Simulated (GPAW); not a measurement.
Co3Ir:

```
CELL_PARAMETERS angstrom
3.58256 0.00000 0.00000
0.00000 3.58256 0.00000
0.00000 0.00000 3.58256
ATOMIC_POSITIONS crystal
Ir 0.00000 0.00000 0.00000
Co 0.50000 0.50000 0.00000
Co 0.50000 0.00000 0.50000
Co 0.00000 0.50000 0.50000
```

The cell comes from a database or a generator and needn't be the stable form of this composition.

Base run:

- Program: GPAW 26.7.0
- Functional: PBEsol
- Potentials or basis: PAW data sets generated in the run's folder for this functional
- Cutoff: 600 eV
- Basis: pw
- k mesh: 8 × 8 × 8
- Occupations: fermi-dirac, width 0.05 eV
- Spin: collinear spin, ferromagnetic start
- Starting moments: [0.6, 2.0, 2.0, 2.0] μB

Its results: pressure -2.9 GPa; net moment 4.75 μB per cell; site moments Ir +0.48; Co +1.46 μB.

Task: The run is repeated on the same cell with these changes: k mesh from 8 × 8 × 8 to 6 × 6 × 6. What comes out?

Result: Pressure -6.1 GPa; net moment 3.87 μB per cell; site moments Ir +0.33; Co +1.22 μB.

Not every run made on this cell is shown here.
